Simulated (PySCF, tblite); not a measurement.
# CH4Cl3FGe2: geometry, infrared bands and NMR shifts

Wanted: the infrared bands and NMR shifts of CH4Cl3FGe2 (`[F][GeH2][C](Cl)(Cl)[GeH2][Cl]`), by calculation.

The runs use tblite 0.8.0 and PySCF 2.14.0, with density-fitted response routines of our own; the level of theory stands in each step. All values are computed, except where a source is named. Atoms count from 0, in the outputs and in this text.

**1. The molecule as given**

11 atoms, charge 0, multiplicity 1; geometry from: force field or distance geometry start.

Bonds of the start (Å): F0–Ge1 1.75, Ge1–C2 1.94, C2–Cl3 1.77, C2–Cl4 1.78, C2–Ge5 1.96, Ge5–Cl6 2.17, Ge1–H7 1.56, Ge1–H8 1.54, Ge5–H9 1.55, Ge5–H10 1.55.

**2. Geometry optimisation with GFN2-xTB**

Job settings and geometry (Å):

```
{"job": {"kind": "relax", "xc": "GFN2-xTB", "basis": "xTB"}, "charge": 0, "multiplicity": 1}
F      1.948900     1.589700    -0.274500
Ge     1.554000    -0.110800    -0.429700
C     -0.007800    -0.529300     0.647400
Cl     0.305900    -0.136300     2.341300
Cl    -0.404200    -2.256000     0.496400
Ge    -1.528200     0.535800     0.017100
Cl    -1.974500     0.050100    -2.045200
H      2.762000    -0.953100     0.093800
H      1.286700    -0.461000    -1.904800
H     -1.173000     2.040300     0.131900
H     -2.764300     0.233400     0.900200
```

Run with:

```console
OMP_NUM_THREADS=1 python probes_run.py task.json out
```

The driver reads the jobs from task.json and runs them one after another.

What it wrote:

```text
step      E/eV     max force
  0    -720.85347    1.596
  1    -720.92949    1.028
  2    -721.00529    0.474
  3    -721.01698    0.424
  4    -721.05129    0.254
  5    -721.05733    0.244
  6    -721.06869    0.161
  7    -721.07111    0.170
  8    -721.07581    0.154
  9    -721.07770    0.109
 10    -721.07943    0.106
 11    -721.08140    0.161
 12    -721.08460    0.207
 13    -721.08864    0.245
 14    -721.09275    0.202
 15    -721.09584    0.143
 16    -721.09809    0.134
 17    -721.10022    0.126
 18    -721.10251    0.132
 19    -721.10471    0.131
 20    -721.10668    0.151
 21    -721.10843    0.123
 22    -721.11012    0.126
 23    -721.11171    0.118
 24    -721.11297    0.125
 25    -721.11393    0.126
 26    -721.11485    0.090
 27    -721.11587    0.133
 28    -721.11688    0.120
 29    -721.11757    0.054
 30    -721.11786    0.048
 31    -721.11806    0.044
 32    -721.11838    0.072
 33    -721.11894    0.092
 34    -721.11969    0.092
 35    -721.12030    0.070
 36    -721.12060    0.042
 37    -721.12080    0.042
 38    -721.12109    0.064
 39    -721.12155    0.084
 40    -721.12207    0.071
 41    -721.12242    0.047
 42    -721.12256    0.025
 43    -721.12265    0.034
 44    -721.12278    0.046
 45    -721.12293    0.042
 46    -721.12304    0.027
 47    -721.12308    0.011
 48    -721.12309    0.011
 49    -721.12311    0.017
 50    -721.12315    0.024
 51    -721.12319    0.024
 52    -721.12322    0.018
 53    -721.12323    0.011
 54    -721.12325    0.010
```

Wall time 0.92 s (1 thread of Arm Neoverse N1, shared host); peak memory 0.18 GiB.

Along the way: (not every step is listed)

| step | energy from step 0 (eV) | largest force (eV/Å) |
| --- | --- | --- |
| 0 | 0.0000 | 1.5959 |
| 1 | -0.0760 | 1.0282 |
| 2 | -0.1518 | 0.4739 |
| 3 | -0.1635 | 0.4241 |
| 4 | -0.1978 | 0.2545 |
| 5 | -0.2039 | 0.2441 |
| 6 | -0.2152 | 0.1611 |
| 7 | -0.2176 | 0.1699 |
| 8 | -0.2223 | 0.1538 |
| 12 | -0.2311 | 0.2070 |
| 16 | -0.2446 | 0.1335 |
| 20 | -0.2532 | 0.1511 |
| 24 | -0.2595 | 0.1247 |
| 28 | -0.2634 | 0.1202 |
| 32 | -0.2649 | 0.0721 |
| 36 | -0.2671 | 0.0417 |
| 40 | -0.2686 | 0.0712 |
| 44 | -0.2693 | 0.0463 |
| 48 | -0.2696 | 0.0114 |
| 49 | -0.2696 | 0.0169 |
| 50 | -0.2697 | 0.0235 |
| 51 | -0.2697 | 0.0236 |
| 52 | -0.2697 | 0.0176 |
| 53 | -0.2698 | 0.0108 |
| 54 | -0.2698 | 0.0100 |

Distances of close pairs at the start and the end, largest changes first:

| bond | before (Å) | after (Å) | change (Å) |
| --- | --- | --- | --- |
| Ge5–Cl6 | 2.165 | 2.087 | -0.078 |
| Ge1–H7 | 1.563 | 1.500 | -0.063 |
| Ge5–H9 | 1.550 | 1.509 | -0.042 |
| Ge5–H10 | 1.549 | 1.508 | -0.040 |
| Ge1–C2 | 1.943 | 1.981 | +0.039 |
| C2–Ge5 | 1.960 | 1.998 | +0.037 |
| Ge1–H8 | 1.539 | 1.504 | -0.036 |
| C2–Cl3 | 1.767 | 1.777 | +0.011 |

The final coordinates are the input of the step that follows.

**3. Harmonic vibrations with GFN2-xTB**

Job settings and geometry (Å):

```
{"job": {"kind": "ir", "xc": "GFN2-xTB", "basis": "xTB"}, "charge": 0, "multiplicity": 1}
F      2.068317     1.444404    -0.362015
Ge     1.701050    -0.257994    -0.457671
C     -0.030463    -0.441145     0.488183
Cl     0.338871    -0.046166     2.181431
Cl    -0.468851    -2.165415     0.371444
Ge    -1.682206     0.592439     0.047016
Cl    -2.241969     0.142776    -1.912392
H      2.795753    -0.908461     0.334916
H      1.665964    -0.525473    -1.936840
H     -1.412132     2.068234     0.205031
H     -2.728909     0.099473     1.014931
```

What it wrote:

```text
mode    cm-1     km/mol
  1      31.5      0.72
  2      34.3      4.45
  3      55.5      1.78
  4      70.7      4.31
  5      96.6      0.30
  6     142.1      1.05
  7     153.6      3.53
  8     185.0     13.08
  9     208.7      7.38
 10     310.6      0.51
 11     385.7     32.22
 12     431.6     19.93
 13     458.1     36.48
 14     485.1    125.53
 15     547.6     21.44
 16     579.8      3.26
 17     628.7    222.37
 18     649.9     64.91
 19     669.9    196.92
 20     720.3    108.64
 21     754.4    268.82
 22     757.2     29.24
 23     788.4     89.05
 24    1894.5     94.41
 25    1927.1    161.64
 26    1956.1    318.98
 27    2003.1    416.83
```

It took 0.99 s on 1 thread of Arm Neoverse N1, shared host; peak memory 0.18 GiB.

Which atoms move in the most intense modes:

| cm⁻¹ | km/mol | atoms |
| --- | --- | --- |
| 485 | 125.5 | F0 76 %, Ge1 21 % |
| 629 | 222.4 | H7 22 %, C2 22 %, H10 19 %, H8 19 % |
| 670 | 196.9 | H9 37 %, C2 36 %, H10 19 % |
| 720 | 108.6 | C2 43 %, H8 27 %, H7 20 % |
| 754 | 268.8 | C2 43 %, H10 17 %, H9 12 %, H8 10 % |
| 1927 | 161.6 | H8 68 %, H7 31 % |
| 1956 | 319.0 | H10 52 %, H9 46 % |
| 2003 | 416.8 | H7 68 %, H8 30 % |

**4. NMR shieldings: PBE0/pcSseg-1**

Settings changed since step 3:

```diff
@@ -1,2 +1,2 @@
-{"job": {"kind": "ir", "xc": "GFN2-xTB", "basis": "xTB"}, "charge": 0, "multiplicity": 1}
+{"job": {"kind": "nmr", "xc": "PBE0", "basis": "pcSseg-1"}, "charge": 0, "multiplicity": 1}
 F      2.068317     1.444404    -0.362015
```

Level: GIAO PBE0/pcSseg-1 NMR shielding, non-relativistic, gas phase.

What it wrote:

```text
coarse grid: 54152 points
cycle   1  E = -5673.2118769380  dE = -6.163e-01  |g| = 1.393e+00  |ddm| = 3.506e+00
cycle   2  E = -5672.9242793551  dE =  2.876e-01  |g| = 1.866e+00  |ddm| = 1.984e+00
cycle   3  E = -5673.3719168616  dE = -4.476e-01  |g| = 3.475e-01  |ddm| = 1.445e+00
cycle   4  E = -5673.3918131396  dE = -1.990e-02  |g| = 9.845e-02  |ddm| = 2.898e-01
cycle   5  E = -5673.3930815978  dE = -1.268e-03  |g| = 2.781e-02  |ddm| = 8.197e-02
cycle   6  E = -5673.3932392033  dE = -1.576e-04  |g| = 7.132e-03  |ddm| = 2.727e-02
cycle   7  E = -5673.3932499425  dE = -1.074e-05  |g| = 1.972e-03  |ddm| = 8.070e-03
cycle   8  E = -5673.3932507721  dE = -8.296e-07  |g| = 3.662e-04  |ddm| = 2.038e-03
final grid: 105616 points
cycle   9  E = -5673.3931578429  dE = -3.335e-08  |g| = 4.692e-04  |ddm| = 1.262e-03
cycle  10  E = -5673.3931578249  dE =  1.794e-08  |g| = 6.003e-04  |ddm| = 7.433e-04
cycle  11  E = -5673.3931578690  dE = -4.410e-08  |g| = 6.488e-05  |ddm| = 4.160e-04
cycle  12  E = -5673.3931578699  dE = -8.231e-10  |g| = 1.019e-05  |ddm| = 5.851e-05
converged SCF energy = -5673.3931578699

GIAO shielding tensors (ppm)
atom      isotropic    diamagn.    paramagn.     s11        s22        s33       span
  0 F      397.426     475.631     -78.205    342.821    390.501    458.957    116.135
  1 Ge    1336.465    2752.597   -1416.132   1234.437   1340.654   1434.303    199.866
  2 C      111.220     251.485    -140.265     72.235    125.872    135.553     63.317
  3 Cl     706.155    1147.281    -441.127    436.283    698.562    983.619    547.336
  4 Cl     733.662    1146.952    -413.290    447.912    748.564   1004.511    556.599
  5 Ge    1359.719    2753.221   -1393.502   1296.685   1321.244   1461.228    164.543
  6 Cl    1000.555    1147.963    -147.408    904.795   1022.616   1074.253    169.459
  7 H       26.390      27.206      -0.816     19.918     21.626     37.625     17.707
  8 H       26.042      27.036      -0.994     19.482     21.538     37.106     17.624
  9 H       26.121      27.103      -0.981     19.141     21.601     37.622     18.481
 10 H       26.466      27.248      -0.782     19.444     22.308     37.646     18.202
```

Wall time 78 s (1 thread of Arm Neoverse N1, shared host); peak memory 0.9 GiB.

Shifts follow as δ = σ(reference) − σ, with reference shieldings (ppm) from runs at the same level and on the same kind of geometry: 1H TMS 31.72, 13C TMS 186.9, 19F CFCl3 170.9, 73Ge GeMe4 1331, 35Cl HCl 950. The references are single molecules in the gas phase, so shifts against H2O, NH3, PH3, H3PO4 or CFCl3 are not on the usual liquid scales and can be off by tens of ppm. Atoms listed in one row are averaged.

| atoms | environment | σ (ppm) | δ (ppm) |
| --- | --- | --- | --- |
| C2 | fully substituted sp3 carbon bonded to 2 Cl and 2 Ge | 111.2 | 75.7 |
| H7, H8 | hydrogen on a germanium bonded to C, F | 26.22 | 5.50 |
| H9, H10 | hydrogen on a germanium bonded to C, Cl | 26.29 | 5.42 |
| F0 | fluorine bonded to Ge | 397.4 | -226.5 |
| Ge1 | germanium bonded to C, F, 2 H | 1336 | -6 |
| Ge5 | germanium bonded to C, Cl, 2 H | 1360 | -29 |
| Cl3, Cl4 | chlorine bonded to C | 720 | 230 |
| Cl6 | chlorine bonded to Ge | 1001 | -51 |

The run also stored atomic charges by several schemes (e):

| atoms | Mulliken | IAO | Hirshfeld | ESP fit |
| --- | --- | --- | --- | --- |
| F0 | -0.50 | -0.54 | -0.26 | -0.30 |
| Ge1 | 0.92 | 0.97 | 0.41 | 0.56 |
| C2 | -0.92 | -0.47 | -0.10 | -0.51 |
| Cl3, Cl4 | 0.01 | -0.04 | -0.03 | 0.04 |
| Ge5 | 0.66 | 0.71 | 0.33 | 0.29 |
| Cl6 | -0.30 | -0.29 | -0.14 | -0.14 |

Mayer bond orders: F0–Ge1 0.80, Ge1–C2 0.67, C2–Cl3 0.99, C2–Cl4 0.98, C2–Ge5 0.67, Ge5–Cl6 0.99.

**5. Summary of results**

| quantity | value |
| --- | --- |
| strongest single infrared mode (GFN2-xTB) | 2003 cm⁻¹, 417 km/mol |
| zero-point energy (GFN2-xTB) | 24.2 kcal/mol |
| 13C shifts against TMS (PBE0/pcSseg-1) | 75.7 ppm |
| 1H shifts against TMS (PBE0/pcSseg-1, means over atoms taken as alike) | 5.50, 5.42 ppm |
| 19F shifts against CFCl3 (PBE0/pcSseg-1) | -226.5 ppm |
| 73Ge shifts against GeMe4 (PBE0/pcSseg-1) | -6, -29 ppm |
| 35Cl shifts against HCl (PBE0/pcSseg-1, means over atoms taken as alike) | 230, -51 ppm |

What this shows: Over 54 steps the energy fell by 0.270 eV; of the close pairs, Ge5–Cl6 changed most, 2.165 to 2.087 Å. No mode is imaginary among the 27: a minimum at this level. The strongest single mode, at 2003 cm⁻¹, moves mainly H7. GFN2-xTB is a fitted tight-binding method: band positions and strengths are rough. Its intensities can rank the bands wrongly. C2 stands next to heavy halogen, whose spin-orbit shielding this run leaves out, so the computed shift lies too far downfield, most of all for carbon beside Br or I. At PBE0/pcSseg-1: Shielding is most anisotropic at Cl3, Cl4 (span 552 ppm, paramagnetic term -427 ppm). Spin-orbit coupling is left out, which matters for shieldings and couplings at and beside the heavy atoms.
